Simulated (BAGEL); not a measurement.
**singlet [SiNH2F2]+: a chain of runs**

Wanted: the energy (singlet [SiNH2F2]+, HF/6-31G*), then a single-point energy (doublet SiNH2F2, NEVPT2(3,3)/6-31G*), then a single-point energy (doublet SiNH2F2, CASPT2(3,3)/6-31G*) of F2H2NSi. 

The calculation is run with BAGEL 1.2.2.

3 further runs of the same task are left out: 3 set aside as unsound or not needed.

### Step 1. The structure to begin with

The species is [SiNH2F2]+ (6 atoms), meant as a singlet with charge +1. SMILES of the parent species: `[NH][SiH](F)F`. One bond was lengthened or shortened from a relaxed shape. That shape belongs to the parent species and isn't relaxed for this state.

Bond lengths: N1–Si2 1.727 Å, Si2–F3 1.580 Å, Si2–F4 1.587 Å, N1–H5 1.174 Å, Si2–H6 1.473 Å. Angles: N1–Si2–F3 107.9°, N1–Si2–F4 114.0°, F3–Si2–F4 106.4°, N1–Si2–H6 109.2°, F3–Si2–H6 109.9°, F4–Si2–H6 109.3°, Si2–N1–H5 116.5°.

### Step 2. The energy at HF/6-31G(d) (density fitting with svp-jkfit, spherical functions) (run 1)

The input, input.json:

```json
{ "bagel" : [

{
  "title" : "molecule",
  "basis" : "6-31gs.json",
  "df_basis" : "svp-jkfit",
  "geometry" : [
    { "atom" : "N", "xyz" : [  0.22194077,  1.84900631, -1.61341982 ] },
    { "atom" : "Si", "xyz" : [  0.62520833, -0.50672628,  0.61022091 ] },
    { "atom" : "F", "xyz" : [  3.25325045, -1.82292053,  0.08544397 ] },
    { "atom" : "F", "xyz" : [ -1.44706534, -2.67102961,  0.48625488 ] },
    { "atom" : "H", "xyz" : [ -1.84777420,  2.18584621, -2.33664635 ] },
    { "atom" : "H", "xyz" : [  0.62369655,  0.62521967,  3.15246947 ] }
  ]
},
{ "title" : "hf", "charge" : 1 },
{ "title" : "print", "file" : "orbitals.molden", "orbitals" : true }

]}
```

The basis set 6-31G* is read from a file made from the Basis Set Exchange's data (not shown).

Run with:

```
BAGEL_NUM_THREADS=1 BAGEL input.json > input.out
```

Log:

```text
* using 1 threads per process

  ===============================================================
  ===============================================================

  *** Geometry ***

  { "atom" : "N", "xyz" : [      0.221941,      1.849006,     -1.613420 ] },
  { "atom" : "Si", "xyz" : [      0.625208,     -0.506726,      0.610221 ] },
  { "atom" : "F", "xyz" : [      3.253250,     -1.822921,      0.085444 ] },
  { "atom" : "F", "xyz" : [     -1.447065,     -2.671030,      0.486255 ] },
  { "atom" : "H", "xyz" : [     -1.847774,      2.185846,     -2.336646 ] },
  { "atom" : "H", "xyz" : [      0.623697,      0.625220,      3.152469 ] },

  Number of auxiliary basis functions:      395

  Since a DF basis is specified, we compute 2- and 3-index integrals:
    o Being stored without compression. Storage requirement is 0.013 GB

  Number of basis functions:       64
  Number of electrons      :       41

    * METHOD: MOLECULE                             0.12

  *** RHF ***

  === Nuclear Repulsion ===
   175.0406324747

      * DIIS with orbital gradients will be used.

  === RHF iteration (6-31gs.json) ===
      0       -542.77126374          0.02813801           0.03
      1       -542.95518865          0.01744124           0.03
      2       -543.04215095          0.00242607           0.03
      3       -543.04699964          0.00101230           0.03
      4       -543.04815548          0.00066550           0.03
      5       -543.04894647          0.00047159           0.03
      6       -543.04956334          0.00034525           0.03
      7       -543.04998700          0.00025439           0.03
      8       -543.05027183          0.00018642           0.03
      9       -543.05040907          0.00013336           0.03
     10       -543.05049495          0.00006176           0.03
     11       -543.05050854          0.00002336           0.03
     12       -543.05050968          0.00001271           0.03
     13       -543.05050987          0.00000871           0.03
     14       -543.05050995          0.00000617           0.03
     15       -543.05050998          0.00000490           0.03
     16       -543.05051003          0.00000387           0.03
     17       -543.05051007          0.00000315           0.03
     18       -543.05051009          0.00000259           0.03
     19       -543.05051013          0.00000172           0.03
     20       -543.05051014          0.00000081           0.03
     21       -543.05051015          0.00000041           0.03
     22       -543.05051015          0.00000028           0.03
     23       -543.05051015          0.00000020           0.03
     24       -543.05051015          0.00000013           0.03
     25       -543.05051015          0.00000008           0.03
     26       -543.05051015          0.00000007           0.03
     27       -543.05051015          0.00000006           0.03
     28       -543.05051015          0.00000005           0.03
     29       -543.05051015          0.00000003           0.03
     30       -543.05051015          0.00000002           0.03
     31       -543.05051015          0.00000001           0.03
     32       -543.05051015          0.00000001           0.03
    * SCF iteration converged.

    * Permanent dipole moment:
           (    1.289135,    -2.394254,     0.845579) a.u.

    * METHOD: HF                                   1.11

    * METHOD: PRINT                                0.01

  ===============================================================
```

Wall time 1.4 s (1 thread of Arm Neoverse V2, shared host); peak memory 0.14 GiB.

### Step 3. Doublet neutral SiNH2F2: the energy at NEVPT2(3,3)/6-31G(d) (density fitting with svp-jkfit, spherical functions) (run 2)

The input, input.json:

```json
{ "bagel": [

{
  "title": "molecule",
  "basis": "6-31gs.json",
  "df_basis": "svp-jkfit",
  "geometry": [
    { "atom": "N", "xyz": [     0.22194077,     1.84900631,    -1.61341982 ] },
    { "atom": "Si", "xyz": [     0.62520833,    -0.50672628,     0.61022091 ] },
    { "atom": "F", "xyz": [     3.25325045,    -1.82292053,     0.08544397 ] },
    { "atom": "F", "xyz": [    -1.44706534,    -2.67102961,     0.48625488 ] },
    { "atom": "H", "xyz": [    -1.84777420,     2.18584621,    -2.33664635 ] },
    { "atom": "H", "xyz": [     0.62369655,     0.62521967,     3.15246947 ] }
  ]
},

{ "title": "hf", "charge": 1 },

{ "title": "casscf", "nstate": 1, "nact": 3, "nclosed": 19, "nspin": 1, "active": [11, 21, 22], "maxiter": 200, "natocc": true },

{
  "title": "nevpt2",
  "nstate": 1,
  "nact": 3,
  "nclosed": 19,
  "nspin": 1,
  "active": [11, 21, 22],
  "maxiter": 200,
  "natocc": true,
  "ncore": 8
},

{ "title": "print", "file": "orbitals.molden", "orbitals": true }

]}
```

The basis set 6-31G* is read from a file made from the Basis Set Exchange's data (not shown).

Run with:

```
BAGEL_NUM_THREADS=1 BAGEL input.json > input.out
```

Log:

```text
* using 1 threads per process

  ===============================================================
  ===============================================================

  *** Geometry ***

  { "atom" : "N", "xyz" : [      0.221941,      1.849006,     -1.613420 ] },
  { "atom" : "Si", "xyz" : [      0.625208,     -0.506726,      0.610221 ] },
  { "atom" : "F", "xyz" : [      3.253250,     -1.822921,      0.085444 ] },
  { "atom" : "F", "xyz" : [     -1.447065,     -2.671030,      0.486255 ] },
  { "atom" : "H", "xyz" : [     -1.847774,      2.185846,     -2.336646 ] },
  { "atom" : "H", "xyz" : [      0.623697,      0.625220,      3.152469 ] },

  Number of auxiliary basis functions:      395

  Since a DF basis is specified, we compute 2- and 3-index integrals:
    o Being stored without compression. Storage requirement is 0.013 GB

  Number of basis functions:       64
  Number of electrons      :       41

    * METHOD: MOLECULE                             0.12

  *** RHF ***

  === Nuclear Repulsion ===
   175.0406324747

      * DIIS with orbital gradients will be used.

  === RHF iteration (6-31gs.json) ===
      0       -542.77126374          0.02813801           0.03
      1       -542.95518865          0.01744124           0.03
      2       -543.04215095          0.00242607           0.03
[... 29 lines of this table left out ...]
     32       -543.05051015          0.00000001           0.03
    * SCF iteration converged.

    * Permanent dipole moment:
           (    1.289135,    -2.394254,     0.845579) a.u.

    * METHOD: HF                                   1.11

  ---------------------------
      CASSCF calculation
  ---------------------------

    ==== Active orbitals : =====
         Orbital 11
         Orbital 21
         Orbital 22
    ============================

    * nstate   :      1
    * nclosed  :     19
    * nact     :      3
    * nvirt    :     42
  === CASSCF iteration (6-31gs.json) ===

    * Using the second-order algorithm

      0  0      -543.42412413     2.59e-02      0.01

      1  0      -543.49262838     1.76e-03      0.24
[... 21 lines of this table left out ...]
     12  0      -543.51431349     6.91e-09      0.18

    * Second-order optimization converged. *

     guess   0:   closed 1..                  open .1.

  === FCI iteration ===

      0  0      -543.48890988     6.31e-02      0.00
      1  0      -543.51419380     3.19e-03      0.00
      2  0      -543.51430878     6.19e-04      0.00
[... 4 lines of this table left out ...]
      7  0 *    -543.51431349     2.07e-15      0.00

     * ci vector, state   0, <S^2> = 0.7500
       2a.     0.9905748252
       .a2     0.1266280809

    * METHOD: CASSCF                               2.67

    * freezing 8 orbitals

  === DF-NEVPT2 calculation ===

    * 3-index integral transformation done
    * assembly done

      NEVPT2 correlation energy:   -0.5318763574      0.08

          (+0)     -0.4416189303
          (+0)'    -0.0266300181
          (+1)     -0.0088610958
          (+1)'    -0.0003889091
          (+2)     -0.0003834635
          (-1)     -0.0390306117
          (-1)'    -0.0056430505
          (-2)     -0.0093202784

      NEVPT2 total energy:       -544.0461898520

    * METHOD: NEVPT2                               0.14

    * METHOD: PRINT                                0.01

  ===============================================================
```

Run time: 4.2 s. Hardware: 1 thread of Arm Neoverse V2, shared host; peak memory 0.14 GiB.

### Step 4. Doublet neutral SiNH2F2: the energy at CASPT2(3,3)/6-31G(d) (density fitting with svp-jkfit, spherical functions) (run 3)

The input, input.json:

```json
{ "bagel": [

{
  "title": "molecule",
  "basis": "6-31gs.json",
  "df_basis": "svp-jkfit",
  "geometry": [
    { "atom": "N", "xyz": [  0.22194077,  1.84900631, -1.61341982 ] },
    { "atom": "Si", "xyz": [  0.62520833, -0.50672628,  0.61022091 ] },
    { "atom": "F", "xyz": [  3.25325045, -1.82292053,  0.08544397 ] },
    { "atom": "F", "xyz": [ -1.44706534, -2.67102961,  0.48625488 ] },
    { "atom": "H", "xyz": [ -1.84777420,  2.18584621, -2.33664635 ] },
    { "atom": "H", "xyz": [  0.62369655,  0.62521967,  3.15246947 ] }
  ]
},
{ "title": "hf", "charge": 1 },
{ "title": "casscf", "nstate": 1, "nact": 3, "nclosed": 19, "nspin": 1, "active": [11, 21, 22], "maxiter": 200, "natocc": true },
{ "title": "print", "file": "orbitals.molden", "orbitals": true },
{ "title": "smith", "method": "caspt2", "ms": true, "xms": true, "sssr": true, "shift": 0.2, "shift_imag": true, "ncore": 8 }

]}
```

The basis set 6-31G* is read from a file made from the Basis Set Exchange's data (not shown).

Run with:

```
BAGEL_NUM_THREADS=1 BAGEL input.json > input.out
```

Log:

```text
* using 1 threads per process

  ===============================================================
  ===============================================================

  *** Geometry ***

  { "atom" : "N", "xyz" : [      0.221941,      1.849006,     -1.613420 ] },
  { "atom" : "Si", "xyz" : [      0.625208,     -0.506726,      0.610221 ] },
  { "atom" : "F", "xyz" : [      3.253250,     -1.822921,      0.085444 ] },
  { "atom" : "F", "xyz" : [     -1.447065,     -2.671030,      0.486255 ] },
  { "atom" : "H", "xyz" : [     -1.847774,      2.185846,     -2.336646 ] },
  { "atom" : "H", "xyz" : [      0.623697,      0.625220,      3.152469 ] },

  Number of auxiliary basis functions:      395

  Since a DF basis is specified, we compute 2- and 3-index integrals:
    o Being stored without compression. Storage requirement is 0.013 GB

  Number of basis functions:       64
  Number of electrons      :       41

    * METHOD: MOLECULE                             0.12

  *** RHF ***

  === Nuclear Repulsion ===
   175.0406324747

[... 8 lines left out ...]
    * SCF iteration converged.
[... 1 line left out ...]
    * Permanent dipole moment:
[... 28 lines left out ...]
    * Second-order optimization converged. *
[... 11 lines left out ...]
     * ci vector, state   0, <S^2> = 0.7500
[... 16 lines left out ...]
    * Zeroth order energy : state  0       -1.5197865479
[... 4 lines left out ...]
       #      aibj      arbs      arbi      airj      risj      airs      arst      rist         Etot      error   time
[... 2 lines left out ...]
       0  -0.44108  -0.01143  -0.04201  -0.00978  -0.00052  -0.02442  -0.00541  -0.00045   -0.5350979  0.0023177   0.05
       1  -0.44125  -0.01153  -0.04221  -0.00990  -0.00056  -0.02494  -0.00557  -0.00047   -0.5364388  0.0004305   0.04
       2  -0.44128  -0.01153  -0.04219  -0.00991  -0.00057  -0.02497  -0.00557  -0.00048   -0.5364995  0.0001026   0.04
       3  -0.44128  -0.01153  -0.04219  -0.00990  -0.00057  -0.02497  -0.00558  -0.00048   -0.5365023  0.0000256   0.04
       4  -0.44128  -0.01153  -0.04219  -0.00990  -0.00057  -0.02497  -0.00558  -0.00048   -0.5365025  0.0000059   0.05
       5  -0.44128  -0.01153  -0.04219  -0.00990  -0.00057  -0.02497  -0.00557  -0.00048   -0.5365025  0.0000013   0.05
       6  -0.44128  -0.01153  -0.04219  -0.00990  -0.00057  -0.02497  -0.00557  -0.00048   -0.5365025  0.0000003   0.05

      ------------------------------------------------------------------------------------------------------------------

    * CASPT2 energy : state  0     -544.0525913970
        w/o shift correction       -544.0508160018
        reference weight              0.8749147286

    * METHOD: SMITH                                0.43

  ===============================================================
```

Run time: 4.5 s. Hardware: 1 thread of Arm Neoverse V2, shared host; peak memory 0.14 GiB.

### Step 5. Summary of results

| quantity | value |
| --- | --- |
| run 1, HF/6-31G*: total energy | -543.05051 Eh |
| run 1, HF/6-31G*: HOMO energy | -21.08 eV |
| run 1, HF/6-31G*: LUMO energy | -9.91 eV |
| run 1, HF/6-31G*: HOMO–LUMO gap | 11.17 eV |
| doublet neutral SiNH2F2, run 2: total energy | -544.04619 Eh |
| doublet neutral SiNH2F2, run 3: total energy | -544.05259 Eh |
